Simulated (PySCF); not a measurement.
# C4H5BO2: the cost of one run

Computed with PySCF 2.14.0, with density-fitted response routines of our own, on a single molecule in the gas phase. Atoms count from 0, in the outputs and in this text.

**1. The molecule as given**

12 atoms, charge 0, multiplicity 1; geometry from: PBE0-D3(BJ)/def2-SVP.

Bonds of the start (Å): C0–C1 1.34, C1–C2 1.42, C2–C3 1.22, C3–B4 1.54, B4–O5 1.36, B4–O6 1.36, C0–H7 1.09, C0–H8 1.09, C1–H9 1.10, O5–H10 0.96, O6–H11 0.96.

**2. NMR shieldings: KT3/pcSseg-1**

What the job is given:

```
{"job": {"kind": "nmr", "xc": "KT3", "basis": "pcSseg-1", "pop": false}, "charge": 0, "multiplicity": 1}
C      2.971871     0.280118    -0.498663
C      1.964001     0.944666     0.086756
C      0.638997     0.446962     0.209277
C     -0.508767     0.049204     0.331095
B     -1.953388    -0.452467     0.477509
O     -2.946321     0.480748     0.493083
O     -2.153844    -1.796280     0.583617
H      3.967516     0.723676    -0.571076
H      2.824522    -0.716584    -0.921975
H      2.143800     1.944986     0.499589
H     -3.836583     0.129267     0.583990
H     -3.072474    -2.065466     0.672941
```

Level: GIAO KT3/pcSseg-1 NMR shielding, non-relativistic, gas phase.

The run is started by

```
> OMP_NUM_THREADS=1 python probes_run.py task.json out
```

The driver reads the jobs from task.json and runs them one after another.

Q: Estimate the wall time and peak memory of this first job on 1 thread of Arm Neoverse V2, shared host.

About 16 s, with a peak of 0.71 GiB.
